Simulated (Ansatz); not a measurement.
# InSb3 (Pm-3m) in Ansatz: notebook

Runs on InSb3. Level: LDA. Tasks: single point, equation of state.

Everything below comes from runs of Ansatz 0.2.0. Logs are shortened: lines on timing, memory, paths and dates and some standing lists are left out, and cuts for length are marked.

**1. The structure**

It takes space group Pm-3m (No. 221, cubic). Conventional cell: a = 4.806 Å, b = 4.806 Å, c = 4.806 Å, α = 90.00°, β = 90.00°, γ = 90.00°. Sb (site symmetry 4/mmm) has 8 Sb at 3.40 Å and 4 In at 3.40 Å as nearest neighbours. In (site symmetry m-3m) is surrounded by 12 Sb at 3.40 Å.

The cell comes from a database or a generator and needn't be the stable form of this composition.

**2. Single point, LDA, 26.09 Å³/atom (volume scaled by 0.94)**

Input file input.yaml:

```yaml
crystal:
  lattice:
    - [4.7082503466, 0.0, 0.0]
    - [0.0, 4.7082503466, 0.0]
    - [0.0, 0.0, 4.7082503466]
  atoms:
    - { symbol: Sb, position: [0.5, 0.5, 0.0] }
    - { symbol: Sb, position: [0.0, 0.5, 0.5] }
    - { symbol: Sb, position: [0.5, 0.0, 0.5] }
    - { symbol: In, position: [0.0, 0.0, 0.0] }
kpoints:
  mp_grid: { grid: [6, 6, 6] }
scf:
  occupations: { method: fermi_dirac, width: 0.05 }
hamiltonian:
  xc: lda
  pseudopotentials: { kind: all_electron, lapw: { basis_error: 0.002 } }
output:
  forces: true
  stress: true
  eigenvalues: true
```

Potentials or basis: all-electron LAPW, scalar-relativistic.

Command:

```sh
ansatz run input.yaml --threads 2 --pin off --max-ram 8192MiB --backend cpu --events-out ev --progress --plain --runs-dir out
```

Output:

```text
Warning: RAYON_NUM_THREADS=2 ignored (pool sized by the plan → 2); use --threads N
LAPW: plane waves up to 6.289 Å⁻¹, error target 2.0e-3 eV per atom; small_component_spin mean_spin; In in spheres of 1.684 Å, 21 of its electrons in bands, Dirac shells []; Sb in spheres of 1.646 Å, 23 of its electrons in bands, Dirac shells [] (how accurate: hamiltonian.pseudopotentials.lapw.basis_error, Limitations)
Engine: ansatz 0.2.0, aarch64-unknown-linux-gnu
Pseudopotentials: kind: all_electron
Pseudopotential: Sb, LAPW, valence charge 23, lapw/all_electron/scalar/gaussian/Sb, Koelling and Harmon's equation, gaussian nucleus
Pseudopotential: In, LAPW, valence charge 21, lapw/all_electron/scalar/gaussian/In, Koelling and Harmon's equation, gaussian nucleus
Functional definition: SPW92
  exchange = slater_x
  correlation = pw_c
Crystal: 4 atoms, lattice volume = 104.371 Å³
Basis set: ecut = 150.70684124042933 eV, 461 PW (Γ), exchange–correlation at level 2
Bands: 54, of which v1, the nominal top of the filled ones, is band 45 counted from 1 (44 counted from 0)
Symmetry: 48 space group operations
Space group: Pm-3m (ITA 221), of the structure as read, at distance tolerance 4.7e-5 Å
k-points: 20 of 216
Non-local potential: Sb, projectors of the file, none
Non-local potential: In, projectors of the file, none
Initial density: superposition of atomic densities (chi_scale 0.1, normalization cell, long waves kept (reshape's long-wave potential 0.00 eV rms))
Initial wavefunctions: plane waves of lowest kinetic energy (no species holds an atomic orbital)
Functional: x = slater, c = lda
iter 1 solved again at ethr=2.39e-5 eV; its pass at ethr=1.00e-1 eV (dr2=2.15e-2 eV) is discarded
SCF iter   1: F=—  HF=-688563.905788 eV  |F-HF|=—  |Δ(HF+E_count)|=         —  Δρ=4.69e-3  dr2=2.18e-2  ethr=2.39e-5  ⟨swp⟩=3.5  Hψ=7505  notcnv=0
preconditioner: auto → Kerker (q_TF=auto, 2.662 Å⁻¹)  [metal: Δε(μ)=0.050 eV  Ē_g=12.156 eV  σ=0.050 eV  W_gap=0.24  n_scr=26 (ndim 8)  ℏωp=19.2 eV  f_vac=0.000  D(μ)=2.58/eV (n_scr^D=18)]
SCF iter   2: F=—  HF=-688563.853445 eV  |F-HF|=—  |Δ(HF+E_count)|=   5.23e-2  Δρ=2.86e-3  dr2=9.28e-3  ethr=2.39e-5  ⟨swp⟩=2.0  Hψ=3255  notcnv=0
SCF iter   3: F=—  HF=-688563.848028 eV  |F-HF|=—  |Δ(HF+E_count)|=   5.42e-3  Δρ=1.74e-3  dr2=4.31e-3  ethr=1.03e-5  ⟨swp⟩=2.0  Hψ=3253  notcnv=0
SCF iter   4: F=—  HF=-688563.846937 eV  |F-HF|=—  |Δ(HF+E_count)|=   1.09e-3  Δρ=8.78e-4  dr2=1.20e-3  ethr=4.79e-6  ⟨swp⟩=2.0  Hψ=3253  notcnv=0
SCF iter   5: F=—  HF=-688563.846977 eV  |F-HF|=—  |Δ(HF+E_count)|=   3.97e-5  Δρ=3.31e-4  dr2=2.43e-4  ethr=1.33e-6  ⟨swp⟩=2.0  Hψ=3253  notcnv=0
iter 6 solved again at ethr=1.86e-8 eV; its pass at ethr=2.70e-7 eV (dr2=1.68e-5 eV) is discarded
SCF iter   6: F=—  HF=-688563.846838 eV  |F-HF|=—  |Δ(HF+E_count)|=   1.39e-4  Δρ=9.93e-5  dr2=1.68e-5  ethr=1.86e-8  ⟨swp⟩=2.0  Hψ=5466  notcnv=0
SCF iter   7: F=—  HF=-688563.846839 eV  |F-HF|=—  |Δ(HF+E_count)|=   1.27e-6  Δρ=4.56e-5  dr2=5.47e-6  ethr=1.86e-8  ⟨swp⟩=2.0  Hψ=3253  notcnv=0
SCF iter   8: F=—  HF=-688563.846839 eV  |F-HF|=—  |Δ(HF+E_count)|=   6.64e-7  Δρ=1.37e-5  dr2=4.71e-7  ethr=6.08e-9  ⟨swp⟩=2.0  Hψ=3253  notcnv=0
SCF iter   9: F=-688563.846839 eV  HF=-688563.846839 eV  |F-HF|=2.83e-8  |Δ(HF+E_count)|=   4.87e-8  Δρ=4.29e-6  dr2=3.36e-8  ethr=5.24e-10  ⟨swp⟩=2.0  Hψ=3253  notcnv=0
SCF 1 converged in 9 iterations: F = -688563.846839 eV  dr2 = 3.36e-8
SCF converged after 9 iterations
Free energy (F): -688563.846839 eV
Harris-Foulkes:  -688563.846839 eV  (|F-HF|=2.83e-8)
Internal energy: -688563.825719 eV  (E = F + TS)
E sigma→0 (E₀):  -688563.836279 eV
Entropy (-TS):   -0.021120 eV (-5.280 meV/atom)
Fermi energy:    14.502569 eV
--- Per-component energies (eV) ---
  E_band       = -3087.976554
  E_kinetic    = 724791.370356
  E_xc         = -17690.885588
  E_electrostatic = -1395664.310486  (all electrons and nuclei)
  E_smearing   = -0.021120  (= −TS)
  E_closure    = 0.000000  (closes the sum)
  E_atoms      = -688546.880921  (free atoms, spherical and without spin; not in F)
  Σ components = -688563.846839   (vs F -688563.846839, Δ=0.00e0)
  Basis errors (estimates in eV, not in F): energy 4.3e-4 per atom: plane waves 4.2e-4 (2.2e-4 summed), levels above the bands 1.2e-49, relativity 2.3e-9, radial functions 7.4e-6, core shells 3.2e-10; eigenvalues (radial functions only) 1.0e-5; not estimated: angular momenta, meshes, grids; target (lapw.basis_error) 2.0e-3; muffin-tin radii In 1.684 Å, Sb 1.646 Å
--- Forces (eV/Å), atoms counted from 1 ---
  atom   1  Sb     0.00000000     0.00000000     0.00000000
  atom   2  Sb     0.00000000     0.00000000    -0.00000000
  atom   3  Sb     0.00000000    -0.00000000     0.00000000
  atom   4  In    -0.00000000    -0.00000000    -0.00000000
  max |Σ_I F_I| component: 8.87e-31 eV/Å
--- Stress (GPa, compression-positive) ---
       -0.624025       0.000000       0.000000
        0.000000      -0.624025       0.000000
        0.000000       0.000000      -0.624025
  P = ⅓ Tr σ = -0.6240 GPa (-6.240 kbar)
--- Band table (eV; the first three rows and the last of 20) ---
  k-point 0: bands = ["-129.4254", "-129.4253", "-129.4253", "-100.5793", "-82.5559", "-82.5559", "-82.5559", "-82.5477", "-82.5477", "-82.5477", "-82.5476", "-82.5476", "-82.5476", "-59.1755", "-59.1755", "-59.1755", "-14.6563", "-14.6563", "-14.6563", "-14.6420", "-14.6076", "-14.6076", "-14.5841", "-14.5841", "-14.5841", "-14.5709", "-14.5709", "-14.5395", "-14.5291", "-14.5291", "-14.5291", "0.0251", "0.0251", "0.0479", "0.0479", "0.0479", "1.8573", "6.9875", "6.9875", "9.9591", "9.9591", "9.9591", "10.8178", "14.9626", "14.9626", "14.9626", "16.2758", "16.2758", "16.2758", "19.4351", "19.4351", "19.7065", "19.9143", "19.9143"]
  k-point 1: bands = ["-129.4254", "-129.4253", "-129.4253", "-100.5793", "-82.5559", "-82.5559", "-82.5559", "-82.5477", "-82.5477", "-82.5477", "-82.5476", "-82.5476", "-82.5476", "-59.1755", "-59.1755", "-59.1755", "-14.6554", "-14.6482", "-14.6482", "-14.6376", "-14.6073", "-14.6035", "-14.5850", "-14.5842", "-14.5842", "-14.5748", "-14.5708", "-14.5434", "-14.5376", "-14.5376", "-14.5291", "0.0270", "0.0300", "0.0436", "0.0436", "0.0479", "2.0364", "6.2046", "7.0258", "9.8451", "10.1688", "10.1688", "12.0930", "14.4246", "14.4925", "14.4925", "15.4261", "16.0634", "16.0634", "19.6928", "20.0514", "20.4637", "20.5268", "20.6461"]
  k-point 2: bands = ["-129.4254", "-129.4254", "-129.4253", "-100.5793", "-82.5559", "-82.5559", "-82.5559", "-82.5477", "-82.5477", "-82.5477", "-82.5477", "-82.5477", "-82.5476", "-59.1755", "-59.1755", "-59.1755", "-14.6535", "-14.6265", "-14.6261", "-14.6261", "-14.6065", "-14.5930", "-14.5868", "-14.5849", "-14.5847", "-14.5847", "-14.5706", "-14.5600", "-14.5600", "-14.5533", "-14.5291", "0.0306", "0.0351", "0.0351", "0.0395", "0.0480", "2.5562", "4.8713", "7.1071", "10.0131", "10.7725", "10.7725", "13.2196", "13.2196", "13.6410", "13.8067", "14.8065", "16.4045", "16.4045", "18.9917", "19.3803", "19.3803", "20.4443", "20.5432"]
  k-point 19: bands = ["-129.4254", "-129.4254", "-129.4254", "-100.5793", "-82.5568", "-82.5554", "-82.5554", "-82.5482", "-82.5482", "-82.5482", "-82.5472", "-82.5472", "-82.5472", "-59.1755", "-59.1755", "-59.1755", "-14.6245", "-14.6245", "-14.6245", "-14.6220", "-14.6220", "-14.6220", "-14.6161", "-14.5746", "-14.5746", "-14.5742", "-14.5742", "-14.5742", "-14.5382", "-14.5382", "-14.5382", "0.0014", "0.0014", "0.0014", "0.0684", "0.0684", "5.3462", "5.3462", "5.3462", "8.5601", "9.2161", "9.2161", "9.2161", "9.4934", "18.2440", "18.2440", "18.3168", "18.3168", "18.3168", "21.1222", "21.1222", "21.1222", "23.5121", "23.5121"]
```

It took 7.2 s on 2 threads of Arm Neoverse V2, shared host; peak memory 0.36 GiB.

Results:

```yaml
Free_energy: -688563.8468 eV
Pressure: -0.6 GPa
Band_gap_on_the_k_mesh: none (metal or under the smearing width)
```

**3. Single point, LDA, 26.65 Å³/atom (volume scaled by 0.96)**

Changes to input.yaml since step 2:

```diff
@@ -2,5 +2,5 @@
   lattice:
-    - [4.7082503466, 0.0, 0.0]
-    - [0.0, 4.7082503466, 0.0]
-    - [0.0, 0.0, 4.7082503466]
+    - [4.7414081316, 0.0, 0.0]
+    - [0.0, 4.7414081316, 0.0]
+    - [0.0, 0.0, 4.7414081316]
   atoms:
```

Potentials or basis: all-electron LAPW, scalar-relativistic.

Command:

```sh
ansatz run input.yaml --threads 2 --pin off --max-ram 8192MiB --backend cpu --events-out ev --progress --plain --runs-dir out
```

Run time: 7.4 s. Hardware: 2 threads of Arm Neoverse V2, shared host; peak memory 0.36 GiB.

The run converged. Its results:

```yaml
Free_energy: -688563.8296 eV
Pressure: -1.8 GPa
Band_gap_on_the_k_mesh: none (metal or under the smearing width)
```

**4. Single point, LDA, 27.20 Å³/atom (volume scaled by 0.98)**

Changes to input.yaml since step 3:

```diff
@@ -2,5 +2,5 @@
   lattice:
-    - [4.7414081316, 0.0, 0.0]
-    - [0.0, 4.7414081316, 0.0]
-    - [0.0, 0.0, 4.7414081316]
+    - [4.7741085314, 0.0, 0.0]
+    - [0.0, 4.7741085314, 0.0]
+    - [0.0, 0.0, 4.7741085314]
   atoms:
```

Command:

```sh
ansatz run input.yaml --threads 2 --pin off --max-ram 8192MiB --backend cpu --events-out ev --progress --plain --runs-dir out
```

It took 6.9 s on 2 threads of Arm Neoverse V2, shared host; peak memory 0.35 GiB.

The run converged. Its results:

```yaml
Free_energy: -688563.7967 eV
Pressure: -2.9 GPa
Band_gap_on_the_k_mesh: none (metal or under the smearing width)
```

**5. Single point, LDA, 27.76 Å³/atom**

Changes to input.yaml since step 4:

```diff
@@ -2,5 +2,5 @@
   lattice:
-    - [4.7741085314, 0.0, 0.0]
-    - [0.0, 4.7741085314, 0.0]
-    - [0.0, 0.0, 4.7741085314]
+    - [4.806367, 0.0, 0.0]
+    - [0.0, 4.806367, 0.0]
+    - [0.0, 0.0, 4.806367]
   atoms:
```

Command:

```sh
ansatz run input.yaml --threads 2 --pin off --max-ram 8192MiB --backend cpu --events-out ev --progress --plain --runs-dir out
```

Wall time 7.2 s (2 threads of Arm Neoverse V2, shared host); peak memory 0.35 GiB.

Results (log left out):

| Quantity | Value |
| --- | --- |
| Free energy | -688563.7500 eV |
| Pressure | -3.8 GPa |
| Band gap on the k mesh | none (metal or under the smearing width) |

**6. Single point, LDA, 28.31 Å³/atom (volume scaled by 1.02)**

Changes to input.yaml since step 5:

```diff
@@ -2,5 +2,5 @@
   lattice:
-    - [4.806367, 0.0, 0.0]
-    - [0.0, 4.806367, 0.0]
-    - [0.0, 0.0, 4.806367]
+    - [4.8381981727, 0.0, 0.0]
+    - [0.0, 4.8381981727, 0.0]
+    - [0.0, 0.0, 4.8381981727]
   atoms:
```

Potentials or basis: all-electron LAPW, scalar-relativistic.

Command:

```sh
ansatz run input.yaml --threads 2 --pin off --max-ram 8192MiB --backend cpu --events-out ev --progress --plain --runs-dir out
```

Run time: 7.1 s. Hardware: 2 threads of Arm Neoverse V2, shared host; peak memory 0.35 GiB.

Results (log left out):

```yaml
Free_energy: -688563.6913 eV
Pressure: -4.6 GPa
Band_gap_on_the_k_mesh: none (metal or under the smearing width)
```

**7. Single point, LDA, 28.87 Å³/atom (volume scaled by 1.04)**

Changes to input.yaml since step 6:

```diff
@@ -2,5 +2,5 @@
   lattice:
-    - [4.8381981727, 0.0, 0.0]
-    - [0.0, 4.8381981727, 0.0]
-    - [0.0, 0.0, 4.8381981727]
+    - [4.8696159243, 0.0, 0.0]
+    - [0.0, 4.8696159243, 0.0]
+    - [0.0, 0.0, 4.8696159243]
   atoms:
```

Command:

```sh
ansatz run input.yaml --threads 2 --pin off --max-ram 8192MiB --backend cpu --events-out ev --progress --plain --runs-dir out
```

Run time: 7.3 s. Hardware: 2 threads of Arm Neoverse V2, shared host; peak memory 0.35 GiB.

It converged, with:

```
Free energy            : -688563.6223 eV
Pressure               : -5.3 GPa
Band gap on the k mesh : none (metal or under the smearing width)
```

**8. Single point, LDA, 29.42 Å³/atom (volume scaled by 1.06)**

Changes to input.yaml since step 7:

```diff
@@ -2,5 +2,5 @@
   lattice:
-    - [4.8696159243, 0.0, 0.0]
-    - [0.0, 4.8696159243, 0.0]
-    - [0.0, 0.0, 4.8696159243]
+    - [4.9006334225, 0.0, 0.0]
+    - [0.0, 4.9006334225, 0.0]
+    - [0.0, 0.0, 4.9006334225]
   atoms:
```

Command:

```sh
ansatz run input.yaml --threads 2 --pin off --max-ram 8192MiB --backend cpu --events-out ev --progress --plain --runs-dir out
```

Wall time 7.2 s (2 threads of Arm Neoverse V2, shared host); peak memory 0.35 GiB.

The run converged. Its results:

| Item | Value |
| --- | --- |
| Free energy | -688563.5442 eV |
| Pressure | -5.9 GPa |
| Band gap on the k mesh | none (metal or under the smearing width) |

**9. Equation of state, LDA**

Potentials or basis: all-electron LAPW, scalar-relativistic.

No new run: the results of the series are fitted here.

Results:

* Equilibrium volume: 25.84 Å³/atom (rough: see the caveat)
* Bulk modulus: 64 GPa (rough)

Energy against volume, from the lowest point:
```
volume (Å³/atom)  energy (meV/atom)
          26.093               0.00
          26.648               4.30
          27.203              12.54
          27.758              24.21
          28.313              38.88
          28.868              56.14
          29.424              75.66
```

Caveat: the minimum lies outside the volumes run. Spin-orbit coupling is left out, which matters for the levels of Sb.
